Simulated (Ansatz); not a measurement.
# In2SiS: the cost of one run

Method: DFT PBE, scalar-relativistic, plane waves, PAW, in Ansatz 0.2.0.

## Step 1: The starting structure

The structure is hexagonal, space group P-6m2 (No. 187). The conventional cell has a = 4.751 Å, b = 4.751 Å, c = 5.574 Å, α = 90.00°, β = 90.00°, γ = 120.00°. In (site symmetry -6m2) has 3 In at 2.74 Å as nearest neighbours. In (site symmetry -6m2) is surrounded by 3 In at 2.74 Å and 2 Si at 2.79 Å. Around Si (site symmetry -6m2) lie 3 S at 2.74 Å and 2 In at 2.79 Å. Around S (site symmetry -6m2) lie 3 Si at 2.74 Å.

As a file:

```cif
data_structure
_symmetry_space_group_name_H-M 'P 1'
_symmetry_Int_Tables_number 1
_cell_length_a 4.7514
_cell_length_b 4.7514
_cell_length_c 5.5743
_cell_angle_alpha 90.000
_cell_angle_beta 90.000
_cell_angle_gamma 120.000
_cell_volume 108.98
loop_
_atom_site_label
_atom_site_type_symbol
_atom_site_fract_x
_atom_site_fract_y
_atom_site_fract_z
_atom_site_occupancy
In1 In 0.33333 0.66667 0.00000 1
In2 In 0.00000 0.00000 0.00000 1
Si1 Si 0.00000 0.00000 0.50000 1
S1 S 0.66667 0.33333 0.50000 1
```

It is the end of an earlier relaxation with the same method, starting from a generated guess, and another structure or a mixture of phases may lie lower. At a tolerance of 0.05 Å it has space group P-6m2 (No. 187); it has 27.25 Å³/atom, an uncorrected energy of +0.45 eV/atom over the elements.

## Step 2: Static run: bands, density of states and charges

Contents of input.yaml:

```yaml
crystal:
  lattice:
    - [4.751350789, 0.0, 0.0]
    - [-2.3756753945, 4.1147904856, 0.0]
    - [0.0, 0.0, 5.5743105578]
  atoms:
    - { symbol: In, position: [0.3333333333, 0.6666666667, 0.0] }
    - { symbol: In, position: [0.0, 0.0, 0.0] }
    - { symbol: Si, position: [0.0, 0.0, 0.5] }
    - { symbol: S, position: [0.6666666667, 0.3333333333, 0.5] }
basis:
  ecutwfc: 420
kpoints:
  mp_grid: { grid: [12, 12, 8] }
  band_path:
    path:
      - [[0.0, 0.0, 0.0], [0.5, 0.0, 0.0], [0.33333333, 0.33333333, 0.0], [0.0, 0.0, 0.0], [0.0, 0.0, 0.5], [0.5, 0.0, 0.5], [0.33333333, 0.33333333, 0.5], [0.0, 0.0, 0.5]]
      - [[0.5, 0.0, 0.5], [0.5, 0.0, 0.0]]
      - [[0.33333333, 0.33333333, 0.5], [0.33333333, 0.33333333, 0.0]]
    npoints: 14
hamiltonian:
  xc: pbe
scf:
  occupations: { method: gaussian, width: 0.1 }
  n_extra_bands: 10
output:
  forces: true
  stress: true
  eigenvalues: true
  populations: true
  dos: { projected: true, de: 0.02, nscf_kmesh: { grid: [15, 15, 10] } }
  bader: true
  write_density: true
  write_potential: true
  elf: true
  volumetric_format: npy
```

The run is started by

```
$ ansatz run input.yaml --threads 1 --pin off --max-ram 2560MiB --backend cpu --events-out ev --progress --plain --runs-dir out
```

What time and memory should one allow on 1 thread of Arm Neoverse V2, shared host?

About 99 s, with a peak of 0.58 GiB.
